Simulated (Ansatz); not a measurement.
# Zn2CdSe3: a trial structure relaxed

The task: take a trial cell of Zn2CdSe3 to zero force and stress.

Method: DFT PBE, scalar-relativistic, plane waves, PAW, in Ansatz 0.2.0.

1 further run of the same task is left out (it didn't finish).

**1. The starting structure**

It takes space group P6/mmm (No. 191, hexagonal). Conventional cell: a = 6.331 Å, b = 6.331 Å, c = 4.129 Å, α = 90.00°, β = 90.00°, γ = 120.00°. Zn (site symmetry -6m2) is surrounded by 6 Se at 2.76 Å. Cd (site symmetry 6/mmm) is surrounded by 6 Zn at 3.65 Å and 12 Se at 3.78 Å and 2 Cd at 4.13 Å. Around Se (site symmetry mmm) lie 4 Zn at 2.76 Å and 4 Cd at 3.78 Å.

As a file:

```xyz
6
Lattice="6.3305 0.0000 0.0000 -3.1653 5.4824 0.0000 0.0000 0.0000 4.1291" Properties=species:S:1:pos:R:3 pbc="T T T"
Zn    3.1653    1.8275    0.0000
Zn    0.0000    3.6549    0.0000
Cd    0.0000    0.0000    0.0000
Se    1.5826    2.7412    2.0645
Se    3.1653    0.0000    2.0645
Se   -1.5826    2.7412    2.0645
```

The cell is invented: species swapped into a database cell of YSi2Ru3 (P6/mmm, No. 191), with Cd on the Y sites, Zn on the Si sites and Se on the Ru sites. Lengths come from tabulated atomic sizes and are only a guess.

**2. The guess as it stands, on a coarse mesh**

Input file input.yaml:

```yaml
crystal:
  lattice:
    - [6.33051893, 0.0, 0.0]
    - [-3.16525947, 5.48239022, 0.0]
    - [0.0, 0.0, 4.12905653]
  atoms:
    - { symbol: Zn, position: [0.66666667, 0.33333333, 0.0] }
    - { symbol: Zn, position: [0.33333333, 0.66666667, 0.0] }
    - { symbol: Cd, position: [0.0, 0.0, 0.0] }
    - { symbol: Se, position: [0.5, 0.5, 0.5] }
    - { symbol: Se, position: [0.5, 0.0, 0.5] }
    - { symbol: Se, position: [0.0, 0.5, 0.5] }
basis:
  ecutwfc: 420
kpoints:
  mp_grid: { grid: [3, 3, 4] }
hamiltonian:
  xc: pbe
scf:
  occupations: { method: gaussian, width: 0.1 }
  lower_state_search: "off"
output:
  forces: true
  stress: true
  eigenvalues: true
```

Run with:

```sh
$ ansatz run input.yaml --threads 1 --pin off --max-ram 2560MiB --backend cpu --events-out ev --progress --plain --runs-dir out
```

Log (excerpt; [...] marks lines left out):

```text
[...]
SCF converged after 8 iterations
Free energy (F): -31298.976537 eV
[...]
E sigma→0 (E₀):  -31298.966957 eV
Entropy (-TS):   -0.019160 eV (-3.193 meV/atom)
Fermi energy:    8.153522 eV
[...]
--- Forces (eV/Å), atoms counted from 1 ---
  atom   1  Zn    -0.00000000     0.00000000     0.00000000
  atom   2  Zn     0.00000000     0.00000000     0.00000000
  atom   3  Cd    -0.00000000     0.00000000     0.00000000
  atom   4  Se    -0.00000000    -0.00000000     0.00000000
  atom   5  Se    -0.00000000     0.00000000     0.00000000
  atom   6  Se    -0.00000000     0.00000000     0.00000000
[...]
--- Stress (GPa, compression-positive) ---
        0.342082       0.000000       0.000000
        0.000000       0.342082       0.000000
        0.000000       0.000000      -6.230501
  P = ⅓ Tr σ = -1.8488 GPa (-18.488 kbar)
--- Band table (eV; the first three rows and the last of 9) ---
[...]
```

It took 5.4 s on 1 thread of Arm Neoverse V1, shared host; peak memory 0.43 GiB.

Read-out: pressure -1.8 GPa, largest force 0.00 eV/Å, gap on this mesh none (metal). The coarse relaxation is skipped.

**3. Final relaxation**

input.yaml: that of step 2 with these lines changed.

```diff
@@ -15,3 +15,3 @@
 kpoints:
-  mp_grid: { grid: [3, 3, 4] }
+  mp_grid: { grid: [6, 6, 10] }
 hamiltonian:
@@ -20,3 +20,2 @@
   occupations: { method: gaussian, width: 0.1 }
-  lower_state_search: "off"
 output:
@@ -25 +24,10 @@
   eigenvalues: true
+  write_density: true
+  write_potential: true
+  elf: true
+  volumetric_format: npy
+relax:
+  adjacent_minimum: "off"
+  f_tol: 0.01
+  max_steps: 80
+  cell: { stress_tol: 0.05 }
```

Run with:

```sh
$ ansatz run input.yaml --threads 1 --pin off --max-ram 2560MiB --backend cpu --events-out ev --progress --plain --runs-dir out
```

Log:

```text
Warning: RAYON_NUM_THREADS=1 ignored (pool sized by the plan → 1); use --threads N
Engine: ansatz 0.2.0, aarch64-unknown-linux-gnu
Pseudopotentials: kind: paw
Pseudopotential: Zn, paw, valence charge 12, recommended cutoff 420 eV (normal), Zn.paw.azcp
Pseudopotential: Cd, paw, valence charge 20, recommended cutoff 420 eV (normal), Cd.paw.azcp
Pseudopotential: Se, paw, valence charge 16, recommended cutoff 420 eV (normal), Se.paw.azcp
Functional definition: PBE
  parameter kappa = 0.804
  parameter beta = 0.06672455060314922
  exchange = pbe_x(kappa = kappa, mu = beta*pi^2/3)
  correlation = pbe_c(beta = beta)
Crystal: 6 atoms, lattice volume = 143.305 Å³
Basis set: ecut = 420 eV, 2821 PW (Γ), exchange–correlation on 90×90×60 points (8 copies of the dense FFT grid, shifted against one another)
Bands: 56, of which v1, the nominal top of the filled ones, is band 46 counted from 1 (45 counted from 0)
Symmetry: 24 space group operations
Space group: P6/mmm (ITA 191), of the structure as read, at distance tolerance 5.2e-5 Å
k-points: 42 of 360
Non-local potential: Zn, projectors of the file, l = 0: 2, l = 1: 2, l = 2: 3, l = 3: 1
Non-local potential: Cd, projectors of the file, l = 0: 3, l = 1: 2, l = 2: 2, l = 3: 1
Non-local potential: Se, projectors of the file, l = 0: 2, l = 1: 2, l = 2: 3, l = 3: 1
PAW form: soft (Blöchl's): semilocal exchange-correlation on the pseudo side does not see the compensation charge
PAW one-centre angular grid: Zn, 590 points (default); XC on 64 Gauss nodes
PAW one-centre angular grid: Cd, 590 points (default); XC on 64 Gauss nodes
PAW one-centre angular grid: Se, 590 points (default); XC on 64 Gauss nodes
Initial density: superposition of atomic densities (neutral atoms: chi_scale 0, normalization atom), corrected by the library's trained network
Initial wavefunctions: pseudopotential atomic-orbital guess
Functional: x = pbe(κ = 0.804, μ = 0.2195149727645171), c = pbe(β = 0.06672455060314922)
SCF iter   1: F=—  HF=-31298.772905 eV  |F-HF|=—  |Δ(HF+E_count)|=         —  Δρ=4.03e-3  dr2=9.10e-2  ethr=1.77e-3  ⟨swp⟩=6.7  Hψ=8549  notcnv=0  defer=24
preconditioner: auto → LDOS  [metal: Δε(μ)=0.013 eV  Ē_g=10.372 eV  σ=0.100 eV  W_gap=0.08  n_scr=44 (ndim 8)  ℏωp=22.8 eV  f_vac=0.019  D(μ)=4.90/eV (n_scr^D=32)  β→1.0]
SCF iter   2: F=—  HF=-31298.755233 eV  |F-HF|=—  |Δ(HF+E_count)|=   1.77e-2  Δρ=2.37e-3  dr2=9.31e-3  ethr=9.89e-5  ⟨swp⟩=2.0  Hψ=3211  notcnv=0  defer=50
SCF iter   3: F=—  HF=-31298.754320 eV  |F-HF|=—  |Δ(HF+E_count)|=   9.12e-4  Δρ=1.41e-3  dr2=5.64e-3  ethr=1.01e-5  ⟨swp⟩=2.0  Hψ=4114  notcnv=0  defer=50
SCF iter   4: F=—  HF=-31298.753239 eV  |F-HF|=—  |Δ(HF+E_count)|=   1.08e-3  Δρ=7.93e-4  dr2=5.49e-4  ethr=6.13e-6  ⟨swp⟩=2.0  Hψ=4102  notcnv=0  defer=50
SCF iter   5: F=—  HF=-31298.753034 eV  |F-HF|=—  |Δ(HF+E_count)|=   2.05e-4  Δρ=2.25e-4  dr2=6.75e-5  ethr=5.96e-7  ⟨swp⟩=2.0  Hψ=4122  notcnv=0  defer=50
SCF iter   6: F=—  HF=-31298.753042 eV  |F-HF|=—  |Δ(HF+E_count)|=   8.70e-6  Δρ=9.00e-5  dr2=1.02e-5  ethr=7.33e-8  ⟨swp⟩=2.0  Hψ=3124  notcnv=0  defer=50
SCF iter   7: F=—  HF=-31298.753040 eV  |F-HF|=—  |Δ(HF+E_count)|=   2.24e-6  Δρ=1.92e-5  dr2=5.22e-7  ethr=1.11e-8  ⟨swp⟩=2.0  Hψ=4041  notcnv=0  defer=50
SCF iter   8: F=-31298.753040 eV  HF=-31298.753040 eV  |F-HF|=2.59e-8  |Δ(HF+E_count)|=   2.98e-7  Δρ=3.18e-6  dr2=3.20e-8  ethr=1.09e-10  ⟨swp⟩=13.3  Hψ=17322  notcnv=0
SCF 1 converged in 8 iterations: F = -31298.753040 eV  dr2 = 3.20e-8
relax step   1: F+E_penalty+E_count = -31298.75304024 eV  Δ(F+E_penalty+E_count) = +0.000e0 eV  max|allowed force component| = 1.388e-17 eV/Å  Δτ_max = 0.0000 Å  P = -1.453 GPa  Ω = 143.305 Å³  (8 SCF iters, dr2 threshold 1.00e-7 eV, accepted)
[... from here on, the SCF cycles and remarks between the steps are left out ...]
relax step   2: F+E_penalty+E_count = -31299.02996108 eV  Δ(F+E_penalty+E_count) = -2.769e-1 eV  max|allowed force component| = 1.581e-17 eV/Å  Δτ_max = 0.0000 Å  P = -0.511 GPa  Ω = 140.646 Å³  energy of the carried Pulay correction = +7.273e-4 eV  (7 SCF iters, dr2 threshold 6.00e-7 eV, accepted)
relax step   3: F+E_penalty+E_count = -31299.19463979 eV  Δ(F+E_penalty+E_count) = -1.647e-1 eV  max|allowed force component| = 5.011e-17 eV/Å  Δτ_max = 0.0000 Å  P = +0.308 GPa  Ω = 139.426 Å³  energy of the carried Pulay correction = +1.080e-3 eV  (8 SCF iters, dr2 threshold 6.00e-7 eV, accepted)
relax step   4: F+E_penalty+E_count = -31299.21194191 eV  Δ(F+E_penalty+E_count) = -1.730e-2 eV  max|allowed force component| = 2.236e-17 eV/Å  Δτ_max = 0.0000 Å  P = +0.148 GPa  Ω = 140.491 Å³  energy of the carried Pulay correction = +8.034e-4 eV  (8 SCF iters, dr2 threshold 6.00e-7 eV, accepted)
relax step   5: F+E_penalty+E_count = -31299.24367570 eV  Δ(F+E_penalty+E_count) = -3.173e-2 eV  max|allowed force component| = 3.701e-17 eV/Å  Δτ_max = 0.0000 Å  P = +0.004 GPa  Ω = 141.669 Å³  energy of the carried Pulay correction = +5.041e-4 eV  (8 SCF iters, dr2 threshold 5.21e-7 eV, accepted)
relax step   6: F+E_penalty+E_count = -31299.27416152 eV  Δ(F+E_penalty+E_count) = -3.049e-2 eV  max|allowed force component| = 3.161e-17 eV/Å  Δτ_max = 0.0000 Å  P = +0.203 GPa  Ω = 142.244 Å³  energy of the carried Pulay correction = +3.689e-4 eV  (8 SCF iters, dr2 threshold 6.00e-7 eV, accepted)
relax step   7: F+E_penalty+E_count = -31299.41574619 eV  Δ(F+E_penalty+E_count) = -1.416e-1 eV  max|allowed force component| = 4.086e-17 eV/Å  Δτ_max = 0.0000 Å  P = +0.618 GPa  Ω = 142.468 Å³  energy of the carried Pulay correction = +3.384e-4 eV  (8 SCF iters, dr2 threshold 6.00e-7 eV, accepted)
relax step   8: F+E_penalty+E_count = -31299.56934641 eV  Δ(F+E_penalty+E_count) = -1.536e-1 eV  max|allowed force component| = 1.812e-17 eV/Å  Δτ_max = 0.0000 Å  P = +1.366 GPa  Ω = 142.274 Å³  energy of the carried Pulay correction = +4.183e-4 eV  (6 SCF iters, dr2 threshold 6.00e-7 eV, accepted)
relax step   9: F+E_penalty+E_count = -31299.58396880 eV  Δ(F+E_penalty+E_count) = -1.462e-2 eV  max|allowed force component| = 2.274e-17 eV/Å  Δτ_max = 0.0000 Å  P = -0.456 GPa  Ω = 147.141 Å³  energy of the carried Pulay correction = -8.311e-4 eV  (6 SCF iters, dr2 threshold 6.00e-7 eV, accepted)
relax step  10: F+E_penalty+E_count = -31299.58735708 eV  Δ(F+E_penalty+E_count) = -3.388e-3 eV  max|allowed force component| = 1.118e-17 eV/Å  Δτ_max = 0.0000 Å  P = -0.008 GPa  Ω = 145.920 Å³  energy of the carried Pulay correction = -5.230e-4 eV  (5 SCF iters, dr2 threshold 6.00e-7 eV, accepted)
relax step  11: F+E_penalty+E_count = -31299.66123612 eV  Δ(F+E_penalty+E_count) = -7.388e-2 eV  max|allowed force component| = 2.043e-17 eV/Å  Δτ_max = 0.0000 Å  P = +0.900 GPa  Ω = 145.920 Å³  stress off target by 1.37e0 GPa  SCF on the basis re-selected at this cell (its energy is not comparable with the rows above)  (9 SCF iters)
relax step  12: F+E_penalty+E_count = -31299.70014381 eV  Δ(F+E_penalty+E_count) = -3.891e-2 eV  max|allowed force component| = 1.311e-17 eV/Å  Δτ_max = 0.0000 Å  P = +0.800 GPa  Ω = 148.127 Å³  energy of the carried Pulay correction = -6.295e-4 eV  (6 SCF iters, dr2 threshold 6.00e-7 eV, accepted)
relax step  13: F+E_penalty+E_count = -31299.70284178 eV  Δ(F+E_penalty+E_count) = -2.698e-3 eV  max|allowed force component| = 1.850e-17 eV/Å  Δτ_max = 0.0000 Å  P = -0.158 GPa  Ω = 152.182 Å³  energy of the carried Pulay correction = -1.822e-3 eV  (6 SCF iters, dr2 threshold 6.00e-7 eV, accepted)
relax step  14: F+E_penalty+E_count = -31299.70527882 eV  Δ(F+E_penalty+E_count) = -2.437e-3 eV  max|allowed force component| = 1.850e-17 eV/Å  Δτ_max = 0.0000 Å  P = -0.280 GPa  Ω = 151.739 Å³  energy of the carried Pulay correction = -1.700e-3 eV  (5 SCF iters, dr2 threshold 5.13e-7 eV, accepted)
relax step  15: F+E_penalty+E_count = -31299.70702857 eV  Δ(F+E_penalty+E_count) = -1.750e-3 eV  max|allowed force component| = 8.481e-18 eV/Å  Δτ_max = 0.0000 Å  P = -0.011 GPa  Ω = 151.097 Å³  energy of the carried Pulay correction = -1.506e-3 eV  (5 SCF iters, dr2 threshold 6.00e-7 eV, accepted)
relax step  16: F+E_penalty+E_count = -31299.70839631 eV  Δ(F+E_penalty+E_count) = -1.368e-3 eV  max|allowed force component| = 8.866e-18 eV/Å  Δτ_max = 0.0000 Å  P = -0.018 GPa  Ω = 151.097 Å³  stress off target by 3.11e-2 GPa  SCF on the basis re-selected at this cell (its energy is not comparable with the rows above)  (7 SCF iters)
basis re-selected at this cell: Δ(F+E_penalty+E_count) = -1.368e-3 eV, ΔP = -0.007 GPa vs the last step (what re-selecting the basis moved, of the pressure what is left beyond the Pulay correction that the steps carried, after the strain that the cell walked since its last selection, with what the two solves' SCF thresholds leave and, on support functions, any second-order correction that the steps lacked; it is no measure of the basis error at this ecutwfc). The dense FFT grid was sized anew with the basis: this SCF ran on 54×54×20 points, the steps before it on 50×50×24, so part of this shift can come from that change (see relax.cell in the input reference). This SCF's stress stands 3.11e-2 GPa from its target on what of the cell is left free (relax.cell.stress_tol is 5.00e-2 GPa) and its largest allowed force component is 8.87e-18 eV/Å (relax.f_tol is 1.00e-2 eV/Å): within both
SCF converged after 7 iterations
Free energy (F): -31299.708396 eV
Harris-Foulkes:  -31299.708396 eV  (|F-HF|=4.00e-11)
Internal energy: -31299.698199 eV  (E = F + TS)
E sigma→0 (E₀):  -31299.703298 eV
Entropy (-TS):   -0.010197 eV (-1.699 meV/atom)
Fermi energy:    7.328937 eV
--- Per-component energies (eV) ---
  E_band       = -1684.812166
  E_kinetic    = 1118.649770
  E_local      = -15129.783045  (includes V_loc(G=0)·N_el)
  E_nonlocal   = -522.140090
  E_hartree    = 7074.192002
  E_xc         = -760.119093
  E_vxc        = -615.086885  (∫ρ·V_xc dr)
  E_paw        = -13476.805245  (= ΣΔE_a)
  E_vpaw       = -684.833383  (= ΣTr[D̂ρ^β])
  E_aug_tail   = -0.002614  (compensation charges beyond the density's cutoff)
  E_ewald      = -9603.689884
  E_smearing   = -0.010197  (= −TS)
  E_closure    = 0.000000  (closes the sum)
  Σ components = -31299.708396   (vs F -31299.708396, Δ=0.00e0)
--- Forces (eV/Å), atoms counted from 1 ---
  atom   1  Zn     0.00000000    -0.00000000     0.00000000
  atom   2  Zn    -0.00000000     0.00000000    -0.00000000
  atom   3  Cd     0.00000000    -0.00000000     0.00000000
  atom   4  Se     0.00000000    -0.00000000     0.00000000
  atom   5  Se     0.00000000     0.00000000     0.00000000
  atom   6  Se    -0.00000000     0.00000000     0.00000000
  max |Σ_I F_I| component: 2.31e-18 eV/Å
--- Stress (GPa, compression-positive) ---
       -0.031100       0.000000      -0.000000
        0.000000      -0.031100       0.000000
       -0.000000       0.000000       0.007043
  P = ⅓ Tr σ = -0.0184 GPa (-0.184 kbar)
--- Band table (eV; the first three rows and the last of 42) ---
  k-point 0: bands = ["-94.8521", "-55.9153", "-55.9153", "-55.8848", "-40.3293", "-40.3289", "-40.3289", "-40.3143", "-40.3142", "-40.3142", "-40.1840", "-40.1840", "-40.1840", "-40.1047", "-40.1047", "-40.1043", "-40.0832", "-40.0830", "-40.0830", "-6.7661", "-6.0214", "-6.0214", "-1.3981", "-0.7103", "-0.7103", "-0.6481", "-0.4225", "-0.4225", "-0.0882", "0.1214", "0.1214", "0.3120", "0.3120", "0.3473", "0.3473", "0.3684", "0.3684", "0.4439", "3.1514", "3.1514", "4.0827", "5.5070", "5.5070", "6.0048", "6.1919", "8.8864", "9.6312", "9.6312", "11.0541", "11.0541", "11.0987", "11.0987", "14.2135", "14.3310", "15.1398", "15.1398"]
[... 3 lines left out ...]
--- Relaxed structure (14 steps of the walk, 14 accepted, 2 SCFs on fresh bases) ---
  F+E_penalty+E_count = -31299.70839631 eV   max|allowed force component| = 8.866e-18 eV/Å   (the final SCF, on the basis selected at the relaxed cell)
  cell:  # Å, volume = 151.0966 Å³
    - [7.675669763613019, 3.5001473543945345e-9, 0.0]
    - [-3.837834884837726, 6.647325004598898, 0.0]
    - [0.0, 0.0, 2.961362780589335]
  atoms:
    - { symbol: Zn, position: [0.6666666666666665, 0.3333333333333333, 0.0] }
    - { symbol: Zn, position: [0.3333333333333333, 0.6666666666666667, 0.0] }
    - { symbol: Cd, position: [-1.4029848132442943e-34, 5.299901956371279e-35, 0.0] }
    - { symbol: Se, position: [0.5, 0.5, 0.5] }
    - { symbol: Se, position: [0.49999999999999994, 5.169878828456423e-26, 0.5] }
    - { symbol: Se, position: [0.0, 0.5000000000000001, 0.5] }
```

Wall time 8.2 min (1 thread of Arm Neoverse V1, shared host); peak memory 0.59 GiB.

Step by step:

```csv
step,E - E(step 1) (eV/cell),largest force component (eV/Å),pressure (GPa),volume (Å³)
1,0.0000,0.0000,-1.45,143.30
2,-0.2769,0.0000,-0.51,140.65
3,-0.4416,0.0000,0.31,139.43
4,-0.4589,0.0000,0.15,140.49
5,-0.4906,0.0000,0.00,141.67
6,-0.5211,0.0000,0.20,142.24
7,-0.6627,0.0000,0.62,142.47
8,-0.8163,0.0000,1.37,142.27
9,-0.8309,0.0000,-0.46,147.14
10,-0.8343,0.0000,-0.01,145.92
11,-0.9082,0.0000,0.90,145.92
12,-0.9471,0.0000,0.80,148.13
13,-0.9498,0.0000,-0.16,152.18
14,-0.9522,0.0000,-0.28,151.74
15,-0.9540,0.0000,-0.01,151.10
16,-0.9554,0.0000,-0.02,151.10
```

Step 1 is the start. Steps 11, 16 each repeat the geometry before them on a plane-wave basis chosen anew, so the energy can jump there without any move.

|  | before | after | change |
| --- | --- | --- | --- |
| a (Å) | 6.331 | 7.676 | +21.2 % |
| b (Å) | 6.331 | 7.676 | +21.2 % |
| c (Å) | 4.129 | 2.961 | -28.3 % |
| volume (Å³/atom) | 23.88 | 25.18 | +5.4 % |
| shortest distance (Å) | 2.757 | 2.665 | -3.3 % |
| space group (0.01 Å) | P6/mmm | P6/mmm | same |

The run keeps the 24 symmetry operations of the start, so it could not have lowered the symmetry.

Density in a lattice plane of the grid's cell (edges 7.68 and 7.68 Å, at 0.000 of the third edge), which holds Zn and Cd.

Ten even steps from '0' (0.02 e/Å³) to '9' (35.68 e/Å³):
```
410000000000000000000024
000000000000000000000001
000000000000000000000000
000000000000000000000000
000000000000000000000000
000000016400000000000000
000000059200000000000000
000000011000000000000000
000000000000000000000000
000000000000000000000000
000000000000000000000000
000000000000000011000000
000000000000000295000000
000000000000000461000000
000000000000000000000000
000000000000000000000000
000000000000000000000000
010000000000000000000000
442000000000000000000001
741000000000000000000014
```
Columns run along the first of these edges and rows up along the second, over one cell in 24 and 20 even steps from the bottom left corner. Atoms in the plane (fractional): Zn at (0.67, 0.33), Zn at (0.33, 0.67), Cd at (1.00, 0.00).

ELF in the same plane.

Ten even steps from '0' (0.00) to '9' (0.93):
```
753210001122221100012457
432100001222211000012345
221000011222210000012232
100000111111110000011221
000001110011110000000100
000111100001111000000000
111211000011211110000000
122211000112221110000011
222211111122222211111112
222211111222222211111222
221111111222222111111222
111000001112221100011222
100000001111211000011211
000000000011110000111100
000100000001111001110000
112211000001111111100000
223221000001222211000012
454321000011222210000123
775421000112222110001235
985321000122222100012358
```
Columns run along the first of these edges and rows up along the second, over one cell in 24 and 20 even steps from the bottom left corner. Atoms in the plane (fractional): Zn at (0.67, 0.33), Zn at (0.33, 0.67), Cd at (1.00, 0.00).

Both are smooth fields of the valence electrons: close to the nuclei they are not physical.

The highest ELF values outside the cores: 0.88 beside Se, off the lines to its neighbours, 0.9 Å from Se.

**4. Results**

```
                              quantity                                                                       value
symmetry at the end (tolerance 0.05 Å)                                                space group P6/mmm (No. 191)
                     conventional cell  a = 7.676 Å, b = 7.676 Å, c = 2.961 Å, α = 90.00°, β = 90.00°, γ = 120.00°
                                volume                                                               25.18 Å³/atom
              energy over the elements                                                               +0.01 eV/atom
                       gap on the mesh                                                                none (metal)
```

What this shows: The space group P6/mmm (No. 191) is kept, and the volume per atom grows by 5.4 % from the first guess. The formation energy of this structure is too near zero to say whether it is bound against the elements. No finished test with a distortion of lower symmetry is shown, so the end may be a saddle point. Spin polarisation is off in the runs that give these values; a magnetic solution could lie lower.
